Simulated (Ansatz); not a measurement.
Consider a frozen displacement of one atom of Ga₃Sn, space group Pm-3m (Ansatz 0.2.0 through its Python package).

`ga3sn_push.py`:
```python
"""Frozen displacement of one atom in Ga3Sn."""

import warnings

import ansatz as az
import numpy as np

warnings.simplefilter("ignore", az.DeckWarning)

ga3sn = (
    az.Lattice.of([4.375243, 0.0, 0.0], [0.0, 4.375243, 0.0], [0.0, 0.0, 4.375243])
    .atom("Ga", [0.0, 0.5, 0.5])
    .atom("Ga", [0.5, 0.0, 0.5])
    .atom("Ga", [0.5, 0.5, 0.0])
    .atom("Sn", [0.0, 0.0, 0.0])
)

inverse = np.linalg.inv(np.array(ga3sn.lattice.vectors))
home = np.array(ga3sn.sites[1].position)
values = np.linspace(-0.02, 0.02, 5)
energies, pulls = [], []
for shift in values:
    moved = ga3sn.move(1, to=home + shift * inverse[0])
    model = (
        moved.calculation()
        .functional("pbesol")
        .pseudopotentials("paw")
        .kpoints(5)
        .occupations("Fermi-Dirac", width=0.05)
        .scf(tolerance=1e-08)
        .forces()  # eV per angstrom
    )
    rep = model.run(threads=1, backend="cpu").report
    energies.append(rep["free_energy_ev"])
    pulls.append(rep["forces_ev_ang"][1][0])

# the force is minus the slope of the free energy
print("shift (A)   dE (eV)   force along x (eV/A)")
for shift, e, f in zip(values, energies, pulls):
    print(f"{shift:8.3f} {e - energies[2]:10.5f} {f:12.4f}")
print(f"stiffness from energies {2 * np.polyfit(values, energies, 2)[0]:.3f}, from forces {-np.polyfit(values, pulls, 1)[0]:.3f} eV/A^2")
```

How stiff is this displacement, and do energies and forces agree?

The curvature of the energy gives 1.255 eV/Å² and the slope of the force 1.255 eV/Å², a positive curvature.

What the script printed:

Output of `python ga3sn_push.py`:
```text
shift (A)   dE (eV)   force along x (eV/A)
  -0.020    0.00025       0.0251
  -0.010    0.00006       0.0125
   0.000    0.00000       0.0000
   0.010    0.00006      -0.0125
   0.020    0.00025      -0.0251
stiffness from energies 1.255, from forces 1.255 eV/A^2
```

Reading the output:
- For a metal this k-point mesh is coarse: on a finer one energies can move by several to tens of meV an atom and pressures by half a GPa or more, differences at one mesh by less.
- In a metal a curvature from energy changes of a few meV or less hangs on mesh and smearing, in size and even in sign.
- This cell is a computed structure, which may not be the phase found in nature.
- All periodic images of the atom move with it, so the curvature is one diagonal element of the zone-centre force constants and no normal mode; a positive value doesn't exclude soft modes in which several atoms move.
- Run time: 17 s on 1 thread of Intel(R) Xeon(R) Platinum 8488C (Sapphire Rapids), with other jobs on the host, peak memory 0.45 GiB.

(Lines on the test bed's own set-up are left out of the output.)
